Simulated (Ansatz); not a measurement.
# CH₅Al₂N: basis-set convergence

An exercise on one series of results from a longer session: the logs are not shown, and one member is left open.

Computed with Ansatz 0.2.0, Gaussian basis. Level: one geometry, several basis sets.

Plan: PBE0-D4/def2-SVP; ωB97M-V/def2-SVP; PBE0-D4/def2-QZVPP; ωB97M-V/def2-QZVPP; the functionals' def2-TZVPP values are taken from earlier runs.

## The geometry

The geometry comes from an earlier relaxation with PBE0-D4 in a triple-zeta def2 set; it is a stationary point, not always the lowest conformer.

9 atoms, charge 0, spin multiplicity 1.

Atoms are counted from 1 here; the program's logs count them from 0.

Bond lengths: Al1–C2 2.083 Å, Al1–Al4 2.591 Å, Al1–H5 1.598 Å, Al1–H6 1.598 Å, C2–N3 1.297 Å, C2–H7 1.100 Å, N3–Al4 1.963 Å, N3–H8 1.019 Å, Al4–H9 1.607 Å. Angles: C2–Al1–Al4 67.3°, C2–Al1–H5 110.4°, C2–Al1–H6 110.5°, Al4–Al1–H5 117.6°, Al4–Al1–H6 117.7°, H5–Al1–H6 120.1°, Al1–C2–N3 111.8°, Al1–C2–H7 132.5°, N3–C2–H7 115.7°, C2–N3–Al4 105.4°, C2–N3–H8 118.5°, Al4–N3–H8 136.1°, Al1–Al4–N3 75.5°, Al1–Al4–H9 176.5°, N3–Al4–H9 108.0°.

As a file:

```xyz
9

Al   -1.09122    1.10436    0.23986
C     0.84488    0.53872   -0.28216
N     0.99854   -0.74818   -0.23815
Al   -0.74240   -1.46229    0.31957
H    -1.85640    1.70789   -1.02671
H    -1.08817    1.89688    1.62758
H     1.73230    1.11581   -0.57949
H     1.91008   -1.13676   -0.47641
H    -0.61922   -3.06263    0.39870
```

Set-up of the first run:

Input file in.yaml:

```yaml
crystal:
  periodic: [false, false, false]
  atoms:
    - {symbol: Al, position_ang: [-1.091215, 1.104361, 0.239865]}
    - {symbol: C, position_ang: [0.844885, 0.538722, -0.282163]}
    - {symbol: N, position_ang: [0.998537, -0.748183, -0.238149]}
    - {symbol: Al, position_ang: [-0.742405, -1.462287, 0.319575]}
    - {symbol: H, position_ang: [-1.856397, 1.707889, -1.026713]}
    - {symbol: H, position_ang: [-1.088169, 1.896875, 1.627576]}
    - {symbol: H, position_ang: [1.732298, 1.115813, -0.579485]}
    - {symbol: H, position_ang: [1.910082, -1.136758, -0.476411]}
    - {symbol: H, position_ang: [-0.619216, -3.062632, 0.398704]}
basis:
  gaussian: {orbitals: def2-SVP}
hamiltonian: {xc: pbe0, dispersion: d4}
output: {orbitals: {seedname: orbitals}}
```

Launch:

```
ansatz run in.yaml --threads 2 --pin off --events-out ev --progress --plain --max-ram 4352MiB
```

Among the steps run: PBE0-D4 in def2-SVP; ωB97M-V in def2-SVP; PBE0-D4 in def2-QZVPP; ωB97M-V in def2-QZVPP.

One table of the session follows, with a row left open; its other results are not shown here.

| functional | basis | HOMO (eV) | LUMO (eV) |
| --- | --- | --- | --- |
| PBE0-D4 | def2-SVP | -6.18 | -2.06 |
| PBE0-D4 | def2-TZVPP | ? | ? |
| PBE0-D4 | def2-QZVPP | -6.18 | -2.12 |
| ωB97M-V | def2-SVP | -8.02 | -0.04 |
| ωB97M-V | def2-TZVPP | -8.07 | -0.14 |
| ωB97M-V | def2-QZVPP | -8.08 | -0.24 |

Estimate the missing values for PBE0-D4, def2-TZVPP.

**Answer.** HOMO (eV): -6.18; LUMO (eV): -2.10.
